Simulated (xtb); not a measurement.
**LaF3 (SMILES [F][La]([F])[F]): GFN2-xTB**

Aim: an optimisation with harmonic vibrations of LaF3. 

Program for the calculation: xtb 6.7.1.

7 further runs of the same task are left out: 4 for a known fault of the program, 3 set aside as unsound or not needed.

### Step 1. The structure to begin with

The species is LaF3 (4 atoms), meant as a singlet with charge 0. SMILES: `[F][La]([F])[F]`. The shape comes from GFN2-xTB, which is rough for such elements, and wasn't checked as a minimum. The run starts from this shape.

Bond lengths: La1–F2 1.971 Å, La1–F3 1.973 Å, La1–F4 1.972 Å. Angles: F2–La1–F3 119.9°, F2–La1–F4 120.0°, F3–La1–F4 119.9°.

### Step 2. An optimisation with harmonic vibrations at GFN2-xTB

Contents of input.inp:

```
$chrg 0
$spin 0
$end
```

Contents of start.xyz:

```xyz
4
LaF3
La     0.00060    -0.00053     0.02479
F      1.97128    -0.02314     0.00351
F     -0.96519     1.71970    -0.02289
F     -1.00670    -1.69602    -0.00541
```

Launch:

```bash
$ xtb --ohess vtight -I input.inp --gfn 2 -- start.xyz | tee xtb.out
```

Q: Predict the results. Wanted: total energy at the end; dipole moment; HOMO energy; LUMO energy; HOMO–LUMO gap; dispersion energy; mean polarisability; lowest harmonic wavenumber; highest harmonic wavenumber.

**Answer.** As computed:

Level: GFN2-xTB.

```
                      quantity         value
       total energy at the end  -15.57760 Eh
                 dipole moment        3.69 D
                   HOMO energy     -14.21 eV
                   LUMO energy     -11.52 eV
                 HOMO–LUMO gap       2.68 eV
             dispersion energy  -4.94 kJ/mol
mean polarisability (D4 model)   155.6 bohr³
    lowest harmonic wavenumber       34 cm⁻¹
   highest harmonic wavenumber      349 cm⁻¹
             zero-point energy    7.5 kJ/mol
```

In words: At the final geometry: Bond lengths: La1–F2 1.986 Å, La1–F3 1.986 Å, La1–F4 1.986 Å. Angles: F2–La1–F3 114.7°, F2–La1–F4 114.7°, F3–La1–F4 114.7°. All 6 modes are real, so the shape is a minimum at this level. Mulliken charges run from -0.29 on F2 to +0.86 on La1.
